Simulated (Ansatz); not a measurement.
# SiF under changes of volume

One of the cells (13.890 Å³/atom); the others are scaled copies at fixed shape and fractional positions:

```
Si F
1.0
     3.02860    0.00000    0.00000
     0.00000    3.02860    0.00000
     0.00000    0.00000    3.02860
Si F
1 1
Direct
  0.50000 0.50000 0.50000
  0.00000 0.00000 0.00000
```

The cell was built by a generator and needn't be a form met in nature.

```yaml
Program: Ansatz 0.2.0
Functional: PBE
Potentials_or_basis: Ansatz PAW
Cutoff: "420 eV (not typed: the program's choice for these potentials)"
k_mesh: 9 × 9 × 9
Occupations: fermi-dirac, width 0.05 eV
Spin: no spin polarisation
```

```csv
volume (Å³/atom),energy over the lowest point (meV/atom),pressure (GPa)
13.056,?,?
13.334,5.96,3.5
13.612,1.50,1.7
13.890,0.00,0.2
14.168,1.07,-1.2
14.445,4.46,-2.5
14.723,9.84,-3.6
```

Task: What does the run at 13.056 Å³/atom give?

Result: Energy over the lowest point 13.53 meV/atom; pressure 5.4 GPa.

Worked out: A Birch-Murnaghan fit of order 3 (a polynomial in V^(-2/3)) to the other rows has its minimum at 13.91 Å³/atom with B0 = V·E''(V) = 74 GPa and B' = 5.3. It gives 13.77 meV/atom at 13.056 Å³/atom, against the run's 13.53, and -dE/dV = 5.5 GPa, against 5.4.

Energies are extrapolated to zero smearing.

Caveats: an odd number of electrons without spin polarisation forces a metal; a magnetic or distorted state may lie lower.
